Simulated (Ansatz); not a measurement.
# TiO2: a relaxation

The task: find the equilibrium cell of TiO2.

Program: Ansatz 0.2.0. Level of theory: DFT r2SCAN, scalar-relativistic, plane waves, PAW. These are calculated values, not measurements.

## (1) The starting structure

Symmetry: Pbcn, No. 60, orthorhombic system. Conventional cell: a = 4.515 Å, b = 5.497 Å, c = 4.939 Å, α = 90.00°, β = 90.00°, γ = 90.00°. Ti (site symmetry 2) has 6 O at 1.89 to 2.05 Å as nearest neighbours. O (site symmetry 1) is surrounded by 3 Ti at 1.89 to 2.05 Å.

Coordinates:

```xyz
12
Lattice="4.5150 0.0000 0.0000 0.0000 5.4970 0.0000 0.0000 0.0000 4.9390" Properties=species:S:1:pos:R:3 pbc="T T T"
Ti    0.0000    0.9400    1.2348
Ti    2.2575    1.8085    3.7043
Ti    0.0000    4.5570    3.7043
Ti    2.2575    3.6885    1.2348
O     1.2913    2.0669    2.0349
O     0.9662    0.6816    4.5044
O     3.5488    0.6816    2.9041
O     3.2237    2.0669    0.4346
O     3.2237    3.4301    2.9041
O     3.5488    4.8154    0.4346
O     0.9662    4.8154    2.0349
O     1.2913    3.4301    4.5044
```

Source of the structure: the Crystallography Open Database.

(A quick probe on a coarse mesh, which set the mesh and smearing, is not shown.)

## (3) Coarse relaxation

input.yaml

```yaml
crystal:
  lattice:
    - [4.515, 0.0, 0.0]
    - [0.0, 5.497, 0.0]
    - [0.0, 0.0, 4.939]
  atoms:
    - { symbol: Ti, position: [0.0, 0.171, 0.25] }
    - { symbol: Ti, position: [0.5, 0.329, 0.75] }
    - { symbol: Ti, position: [0.0, 0.829, 0.75] }
    - { symbol: Ti, position: [0.5, 0.671, 0.25] }
    - { symbol: O, position: [0.286, 0.376, 0.412] }
    - { symbol: O, position: [0.214, 0.124, 0.912] }
    - { symbol: O, position: [0.786, 0.124, 0.588] }
    - { symbol: O, position: [0.714, 0.376, 0.088] }
    - { symbol: O, position: [0.714, 0.624, 0.588] }
    - { symbol: O, position: [0.786, 0.876, 0.088] }
    - { symbol: O, position: [0.214, 0.876, 0.412] }
    - { symbol: O, position: [0.286, 0.624, 0.912] }
basis:
  ecutwfc: 500
kpoints:
  mp_grid: { grid: [4, 4, 4] }
hamiltonian:
  xc: r2scan
scf:
  occupations: { method: gaussian, width: 0.1 }
output:
  forces: true
  stress: true
  eigenvalues: true
relax:
  adjacent_minimum: "off"
  f_tol: 0.05
  max_steps: 80
  cell: { stress_tol: 0.5 }
```

On the command line:

```sh
> ansatz run input.yaml --threads 2 --pin off --max-ram 5120MiB --backend cpu --events-out ev --progress --plain --runs-dir out
```

The session goes on with these runs: relaxing cell and atoms.

Q: Predict the outcome of this session. Wanted: relaxed cell; volume; formation energy; gap on the mesh.

As calculated:

| quantity | value |
| --- | --- |
| relaxed cell | a = 4.544 Å, b = 5.514 Å, c = 4.895 Å, α = 90.00°, β = 90.00°, γ = 90.00° |
| space group (0.01 Å) | Pbcn (No. 60) |
| volume | 10.22 Å³/atom |
| formation energy (elements from runs with the same settings, not shown) | -3.32 eV/atom |
| gap on the mesh | 3.04 eV |

Relaxation left the volume within 0.5 % of the start. The shape changed too: the edges of the input's cell moved by +0.7, +0.3, -0.9 %.

These are semilocal Kohn-Sham gaps, which aren't the measured quantity. Such gaps usually fall short of the measured ones.
